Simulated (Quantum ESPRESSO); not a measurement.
## MoSe in Quantum ESPRESSO: the effect of target pressure

Crystal: MoSe.

```
Mo Se
1.0
     0.00000    2.89288    2.89288
     2.89288    0.00000    2.89288
     2.89288    2.89288    0.00000
Mo Se
1 1
Direct
  0.00000 0.00000 0.00000
  0.50000 0.50000 0.50000
```

The cell was built by a generator and needn't be a form met in nature.

Alike in all runs:

| Property | Result |
| --- | --- |
| Program | Quantum ESPRESSO 7.5 |
| Task | phonons |
| Functional | PBEsol |
| Potentials or basis | PseudoDojo 0.4.1 SR PBEsol standard |
| Cutoff | 1170 eV |
| Density cutoff | 4680 eV |
| k mesh | 4 × 4 × 4, shifted |
| Occupations | fermi-dirac, width 0.05 eV |
| Spin | no spin polarisation |

Each run relaxes the cell or the atoms first.

```tsv
target pressure	relaxed volume (Å³/atom)	highest phonon frequency (cm⁻¹)
0 GPa	?	?
10 GPa	16.22	142
25 GPa	15.21	178
50 GPa	14.04	223
80 GPa	13.07	269
```

What does the run with target pressure 0 GPa give?

Relaxed volume 17.14 Å³/atom; highest phonon frequency 106 cm⁻¹.

Worked out: In Murnaghan's law V^(-B') rises as a straight line in P. The other rows fit best with B' = 4.0, V0 = 17.13 Å³/atom and B0 = 164 GPa, which gives 17.13 Å³/atom at 0 GPa, against the run's 17.14. A parabola through the other rows of the highest phonon frequency, of slope 2.5 cm⁻¹ per GPa there, extrapolates to 119 cm⁻¹, against the run's 106.

Caveats: all runs use coarse meshes; the mesh is thin for the phonons of a metal; the volume moved by over 15 % at a fixed basis, so the end points are rough; the cell is more than 3 GPa from zero pressure, which shifts response properties (some runs).
